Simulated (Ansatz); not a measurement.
# Ti22Zr2O48: the cost of one run

All numbers are computed with Ansatz 0.2.0 (PAW, plane waves).

### Step 1. The system as built

72 atoms (22 Ti, 2 Zr, 48 O); a = 9.183 Å, b = 9.183 Å, c = 8.817 Å, α = 90.00°, β = 90.00°, γ = 90.00°. All atoms were shaken off their sites by about 0.02 Å along each axis. Defect site 1: (0.500, 0.500, 0.333). Defect site 2: (0.000, 0.500, 0.333).

The runs, in order: (2) PBEsol relaxation at the single k point (¼, ¼, ¼), on 1 × NVIDIA H100 80GB HBM3 with 2 threads of AMD EPYC 7R13; (3) HSE06 single point at the single k point (¼, ¼, ¼), on 1 × NVIDIA H100 80GB HBM3 with 2 threads of AMD EPYC 7R13; (4) r²SCAN single point at the single k point (¼, ¼, ¼), on 1 × NVIDIA H100 80GB HBM3 with 2 threads of AMD EPYC 7R13.

### Step 2. Relaxing the atoms with PBEsol

The input, in.yaml:

```yaml
crystal:
  lattice:
    - [9.182828, 0.000000, 0.000000]
    - [0.000000, 9.182828, 0.000000]
    - [0.000000, 0.000000, 8.816612]
  atoms:
    - { symbol: Ti, position: [0.998255, 0.999519, 0.001265] }
    - { symbol: Ti, position: [0.000722, 0.001114, 0.333603] }
    - { symbol: Ti, position: [0.997476, 0.003203, 0.664163] }
    - { symbol: Ti, position: [0.001767, 0.497564, 0.002371] }
    - { symbol: Ti, position: [0.998118, 0.498669, 0.669222] }
    - { symbol: Ti, position: [0.502559, 0.998681, 0.001472] }
    - { symbol: Ti, position: [0.497575, 0.002344, 0.332021] }
    - { symbol: Ti, position: [0.503686, 0.998874, 0.665216] }
    - { symbol: Ti, position: [0.503016, 0.501464, 0.001371] }
    - { symbol: Ti, position: [0.500389, 0.499765, 0.663413] }
    - { symbol: Ti, position: [0.248450, 0.251615, 0.167288] }
    - { symbol: Ti, position: [0.251366, 0.250281, 0.503973] }
    - { symbol: Ti, position: [0.250362, 0.247868, 0.833406] }
    - { symbol: Ti, position: [0.249414, 0.754463, 0.167487] }
    - { symbol: Ti, position: [0.252387, 0.746224, 0.498853] }
    - { symbol: Ti, position: [0.252128, 0.748857, 0.830321] }
    - { symbol: Ti, position: [0.745959, 0.251031, 0.166341] }
    - { symbol: Ti, position: [0.748493, 0.255337, 0.495540] }
    - { symbol: Ti, position: [0.746009, 0.246747, 0.831207] }
    - { symbol: Ti, position: [0.748720, 0.751035, 0.162299] }
    - { symbol: Ti, position: [0.749860, 0.751785, 0.503760] }
    - { symbol: Ti, position: [0.749397, 0.754294, 0.832792] }
    - { symbol: Zr, position: [0.000420, 0.497513, 0.330951] }
    - { symbol: Zr, position: [0.499905, 0.502421, 0.334473] }
    - { symbol: O, position: [0.146092, 0.153875, 0.997395] }
    - { symbol: O, position: [0.151827, 0.149524, 0.336605] }
    - { symbol: O, position: [0.153171, 0.154509, 0.665591] }
    - { symbol: O, position: [0.153944, 0.648683, 0.001362] }
    - { symbol: O, position: [0.152048, 0.654817, 0.335769] }
    - { symbol: O, position: [0.151383, 0.648189, 0.666379] }
    - { symbol: O, position: [0.652299, 0.150560, 0.998391] }
    - { symbol: O, position: [0.648057, 0.151873, 0.332063] }
    - { symbol: O, position: [0.654777, 0.150115, 0.665689] }
    - { symbol: O, position: [0.652970, 0.653594, 0.999875] }
    - { symbol: O, position: [0.654122, 0.653947, 0.334728] }
    - { symbol: O, position: [0.652151, 0.652498, 0.671034] }
    - { symbol: O, position: [0.349082, 0.345594, 0.996760] }
    - { symbol: O, position: [0.349244, 0.349431, 0.333931] }
    - { symbol: O, position: [0.349060, 0.349642, 0.664349] }
    - { symbol: O, position: [0.349525, 0.848826, 0.999717] }
    - { symbol: O, position: [0.349182, 0.844262, 0.332390] }
    - { symbol: O, position: [0.347125, 0.850723, 0.666544] }
    - { symbol: O, position: [0.847535, 0.345209, 0.999562] }
    - { symbol: O, position: [0.849713, 0.345190, 0.336866] }
    - { symbol: O, position: [0.849159, 0.346801, 0.671386] }
    - { symbol: O, position: [0.847100, 0.846892, 0.006226] }
    - { symbol: O, position: [0.848275, 0.849561, 0.331673] }
    - { symbol: O, position: [0.847356, 0.847315, 0.666437] }
    - { symbol: O, position: [0.100225, 0.397922, 0.168012] }
    - { symbol: O, position: [0.099295, 0.403224, 0.501361] }
    - { symbol: O, position: [0.097365, 0.403658, 0.835845] }
    - { symbol: O, position: [0.096126, 0.902740, 0.165514] }
    - { symbol: O, position: [0.096617, 0.907528, 0.503526] }
    - { symbol: O, position: [0.096115, 0.901667, 0.834246] }
    - { symbol: O, position: [0.598154, 0.400063, 0.168089] }
    - { symbol: O, position: [0.595160, 0.401150, 0.497938] }
    - { symbol: O, position: [0.598970, 0.399964, 0.832293] }
    - { symbol: O, position: [0.598177, 0.902937, 0.166791] }
    - { symbol: O, position: [0.599266, 0.898236, 0.504705] }
    - { symbol: O, position: [0.599188, 0.902174, 0.833246] }
    - { symbol: O, position: [0.404459, 0.095259, 0.165881] }
    - { symbol: O, position: [0.400582, 0.096597, 0.498702] }
    - { symbol: O, position: [0.404163, 0.097100, 0.833331] }
    - { symbol: O, position: [0.399504, 0.594423, 0.167062] }
    - { symbol: O, position: [0.399859, 0.597090, 0.499693] }
    - { symbol: O, position: [0.401605, 0.596418, 0.834440] }
    - { symbol: O, position: [0.905367, 0.099352, 0.168905] }
    - { symbol: O, position: [0.900684, 0.101761, 0.497539] }
    - { symbol: O, position: [0.902461, 0.097310, 0.831901] }
    - { symbol: O, position: [0.898167, 0.599263, 0.169641] }
    - { symbol: O, position: [0.902778, 0.598134, 0.499558] }
    - { symbol: O, position: [0.904908, 0.597481, 0.837730] }
  symmetry: { detect: false }
kpoints:
  mp_grid: { grid: [1, 1, 1], shift: [0.25, 0.25, 0.25] }
hamiltonian:
  xc: pbesol
scf:
  occupations: { method: fermi_dirac, width: 0.01 }
relax:
  f_tol: 0.03
  max_steps: 80
  escape_saddle: false
  adjacent_minimum: "off"
output:
  forces: true
  eigenvalues: true
  populations: true
  write_density: true
  write_potential: true
  elf: true
  volumetric_format: npy
```

Launch:

```bash
ansatz run in.yaml --threads 2 --pin off --max-ram 30400MiB --runs-dir r --events-out ev --progress --plain --backend cuda --devices 0, --max-vram 18GiB
```

What time and memory should one allow on 1 × NVIDIA H100 80GB HBM3 with 2 threads of AMD EPYC 7R13, shared host?

About 16 s, with a peak of 1.3 GiB on the host.
